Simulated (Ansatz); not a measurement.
# PtSO (1T monolayer (Janus) type, one sheet): independent-particle optics

How does PtSO (1T monolayer (Janus) type, one sheet) absorb light if electrons and holes don't interact? The runs, in order: HSE06 for the gap; optics with PBE on 6×6×1; optics with r2SCAN on 6×6×1; optics with PBE and scissors to the HSE06 gap on 6×6×1; optics with PBE with spin-orbit coupling on 6×6×1.

Method: plane waves, PAW; no local fields, no excitons, in Ansatz 0.2.0.

1 further run of the same task is left out (it didn't finish).

## (1) The starting structure

Symmetry: P3m1, No. 156, trigonal system. The conventional cell has a = 3.343 Å, b = 3.343 Å, c = 29.108 Å, α = 90.00°, β = 90.00°, γ = 120.00°. Pt (site symmetry 3m) has 3 O at 2.16 Å and 3 S at 2.27 Å as nearest neighbours. O (site symmetry 3m) is surrounded by 3 Pt at 2.16 Å. S (site symmetry 3m) has 3 Pt at 2.27 Å as nearest neighbours.

As a file:

```xyz
3
Lattice="3.3429 0.0000 0.0000 -1.6715 2.8950 0.0000 0.0000 0.0000 29.1078" Properties=species:S:1:pos:R:3 pbc="T T T"
Pt    0.0000    0.0000    9.0788
O     0.0000    1.9300   10.0434
S     1.6715    0.9650    7.8778
```

The cell was relaxed beforehand with r2SCAN; those runs aren't shown. The cell holds one sheet and vacuum, and is periodic in the plane alone; ε, where given, is a mean over the whole height of the cell, so ε₂ and ε₁ − 1 scale inversely with that height and aren't the sheet's own values. Spin-orbit coupling, which matters for Pt, is in the runs so named alone.

## (2) The gap to aim at

The input, input.yaml:

```yaml
crystal:
  lattice:
    - [3.3429149168, 0.0, 0.0]
    - [-1.6714574584, 2.8950492407, 0.0]
    - [0.0, 0.0, 29.1078253048]
  atoms:
    - { symbol: Pt, position: [0.0, 0.0, 0.3119033094] }
    - { symbol: O, position: [0.3333333333, 0.6666666667, 0.3450409456] }
    - { symbol: S, position: [0.6666666667, 0.3333333333, 0.2706413587] }
  periodic: [true, true, false]
kpoints:
  mp_grid: { grid: [6, 6, 1] }
  band_path:
    path:
      - [0.0, 0.0, 0.0]
      - [0.5, 0.0, 0.0]
      - [0.3333333333, 0.3333333333, 0.0]
      - [-0.109375, 0.21875, 0.0]
    npoints: 1
hamiltonian:
  xc: hse06
scf:
  occupations: { method: fixed }
  n_extra_bands: 4
output:
  forces: true
  stress: true
  eigenvalues: true
```

After this run come: Optics, PBE; Optics, r2SCAN; Optics, PBE with a scissors shift; Optics, PBE with spin-orbit coupling.

**Question.** What will the summary of the whole plan be? Wanted: ε∞, PBE; ε∞, r2SCAN; ε∞, PBE with spin-orbit coupling; tallest peak of ε₂, PBE; tallest peak of ε₂, r2SCAN; tallest peak of ε₂, PBE with spin-orbit coupling; HSE06 direct gap.

As calculated:

| quantity | value |
| --- | --- |
| ε∞, PBE | 3.13 (xx, yy), 1.98 (zz) |
| ε∞, r2SCAN | 2.87 (xx, yy), 1.89 (zz) |
| ε∞, PBE + 1.33 eV scissors | 2.57 (xx, yy), 1.79 (zz) |
| ε∞, PBE with spin-orbit coupling | 2.98 (xx, yy), 1.85 (zz) |
| tallest peak of ε₂, PBE | 4.2 at 3.00 eV |
| tallest peak of ε₂, r2SCAN | 3.9 at 3.25 eV |
| tallest peak of ε₂, PBE + 1.33 eV scissors | 4.2 at 4.30 eV |
| tallest peak of ε₂, PBE with spin-orbit coupling | 4.0 at 3.15 eV (complete to 11.1 eV) |
| HSE06 direct gap | 2.98 eV |

**Reading.** PBE + 1.33 eV scissors has the widest direct gap (2.98 eV) and PBE with spin-orbit coupling the narrowest (1.46 eV); ε∞ is 2.57 and 2.98 (in the plane). Spin-orbit coupling moves the direct gap by -0.19 eV; ε∞ doesn't compare between these two runs, as the bands summed differ. A sheet's ε refers to the whole height of the cell: in the plane ε − 1 falls as one over that height. Local fields and excitons are left out: both change ε∞, and without excitons the onset lacks its lines.
